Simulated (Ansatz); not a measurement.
# C2H8N2OSSi: the cost of one run

Program: Ansatz 0.2.0. Level of theory: UKS CAM-B3LYP/STO-3G. These are calculated values, not measurements.

### 1 The starting structure

Bond lengths (14 of 15 bonds, heavy atoms first): N1–C2 1.478 Å, C2–O3 1.373 Å, C2–N4 1.378 Å, N4–C5 1.521 Å, C5–Si6 1.862 Å, C2–S7 1.768 Å, Si6–S7 2.172 Å, N1–H8 1.010 Å, N1–H9 0.989 Å, O3–H10 0.992 Å, N4–H11 1.073 Å, C5–H12 1.097 Å, C5–H13 1.105 Å, Si6–H14 1.507 Å. Angles (14 of 26 angles, heavy atoms first): N1–C2–O3 106.7°, N1–C2–N4 105.2°, N1–C2–S7 110.1°, O3–C2–N4 109.3°, O3–C2–S7 110.4°, N4–C2–S7 114.7°, C2–N4–C5 109.8°, N4–C5–Si6 109.4°, C5–Si6–S7 94.3°, C2–S7–Si6 91.1°, C2–N1–H8 100.9°, C2–N1–H9 103.7°, C2–O3–H10 101.0°, C2–N4–H11 108.0°.

Coordinates:

```xyz
15

N     1.6078   -1.5485    0.5742
C     0.8546   -0.3868    0.0574
O     1.7218    0.6775    0.0548
N    -0.1413   -0.1603    0.9824
C    -1.0742    0.9292    0.4777
Si   -1.3261    0.7276   -1.3561
S     0.2792   -0.7173   -1.5817
H     1.6621   -1.3196    1.5568
H     0.9709   -2.2991    0.4831
H     2.5769    0.2239   -0.1618
H    -0.7757   -1.0249    1.0043
H    -2.0110    0.9319    1.0481
H    -0.6404    1.9230    0.6879
H    -2.6479    0.0675   -1.6506
H    -1.0787    1.9251   -2.1470
```

### 2 Preparing the start

File input.yaml:

```yaml
crystal:
  periodic: [false, false, false]
  atoms:
    - { symbol: "N", position_ang: [1.6078, -1.5485, 0.5742] }
    - { symbol: C, position_ang: [0.8546, -0.3868, 0.0574] }
    - { symbol: O, position_ang: [1.7218, 0.6775, 0.0548] }
    - { symbol: "N", position_ang: [-0.1413, -0.1603, 0.9824] }
    - { symbol: C, position_ang: [-1.0742, 0.9292, 0.4777] }
    - { symbol: Si, position_ang: [-1.3261, 0.7276, -1.3561] }
    - { symbol: S, position_ang: [0.2792, -0.7173, -1.5817] }
    - { symbol: H, position_ang: [1.6621, -1.3196, 1.5568] }
    - { symbol: H, position_ang: [0.9709, -2.2991, 0.4831] }
    - { symbol: H, position_ang: [2.5769, 0.2239, -0.1618] }
    - { symbol: H, position_ang: [-0.7757, -1.0249, 1.0043] }
    - { symbol: H, position_ang: [-2.011, 0.9319, 1.0481] }
    - { symbol: H, position_ang: [-0.6404, 1.923, 0.6879] }
    - { symbol: H, position_ang: [-2.6479, 0.0675, -1.6506] }
    - { symbol: H, position_ang: [-1.0787, 1.9251, -2.147] }
magnetization:
  spin_polarized: true
basis:
  gaussian: { orbitals: STO-3G }
hamiltonian:
  xc: cam_b3lyp
relax:
  f_tol: 0.02
  max_steps: 40
```

On the command line:

```sh
> ansatz run input.yaml --threads 1 --pin off --max-ram 2048MiB --backend cpu --events-out ev --progress --plain --runs-dir out
```

What time and memory should one allow on 1 thread of Arm Neoverse V2, shared host?

About 85 s, with a peak of 0.24 GiB.
